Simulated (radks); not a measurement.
# Bi⁻ inside a hard spherical wall

An exercise on one series of results from a longer session: the logs are not shown, and one member is left open.

The numbers are computed with radks (a radial shooting solver on a logarithmic mesh, Libxc functionals) version 1 (scalar-relativistic Kohn-Sham, LDA (Slater exchange, Perdew-Wang correlation), spin-polarised, spherical densities, finite nucleus; open shells are filled with parallel spins first), except any that are marked as measured or tabulated.

## The atom as given

* element: bismuth (Z = 83)
* charge: -1
* electrons: 84
* configuration: [Hg] 6p4
* nuclear rms radius: 5.5211 fm

The outer shells:

Bi⁻
```
[Hg] core
6p [↑↓][↑ ][↑ ]
```

Set-up of the first run:

Settings of this run:

```text
Z 83
configuration [Hg] 6p4 7s0 5f0 6d0
relativity scalar-relativistic
functional lda,pw
spin polarised
nucleus finite rms 5.5211 fm
wall 20 bohr
c 137.035999084
```

Among the steps run: Wall at 20 bohr; Wall at 15 bohr; Wall at 10 bohr; Wall at 8 bohr; Wall at 6 bohr; Wall at 5 bohr; Wall at 4 bohr; Wall at 2.5 bohr; Wall at 2 bohr; Wall at 1.5 bohr.

One table of the session follows, with a row left open; its other results are not shown here.

```
R (bohr)  E − E(widest) (eV)  ε(6p) (eV)  ε(7s, empty) (eV)  ε(6d, empty) (eV)  ε(5f, empty) (eV)
      20               0.000       0.423              2.028              2.690              3.198
      15               0.009       0.476              2.490              3.674              4.682
      10               0.155       0.820              3.884              5.729              8.180
       8               0.641       1.445              5.848              7.662             11.317
       6                   ?           ?                  ?                  ?                  ?
       5               8.858       6.288             20.421             17.768             23.216
       4              27.279      13.093             40.384             29.878             33.224
     2.5              257.89      65.618             172.17             107.32             78.271
       2              716.06      144.31             339.23             205.63             127.59
     1.5              2486.0      381.73             791.38             472.40             256.47
```

**Question.** Estimate the row for R (bohr) = 6.

Worked estimate for «E − E(widest) (eV)». A straight line through the neighbours (8, 0.641) and (5, 8.858) gives 0.641 + (8.858 − 0.641) × (6 − 8) / (5 − 8) = 6.119; a parabola fitted to 4 rows on both sides gives 5.430.

The run gave: E − E(widest) (eV): 3.362; ε(6p) (eV): 3.488; ε(7s, empty) (eV): 12.005; ε(6d, empty) (eV): 12.298; ε(5f, empty) (eV): 17.484. In «E − E(widest) (eV)» the line misses by +2.757 and the parabola by +2.068.

From R = 20 bohr inwards the highest occupied level lies above zero, in an anion first from self-interaction, then from the wall. Shells are not refilled when levels cross, and a hard wall is a model, not a crystal.
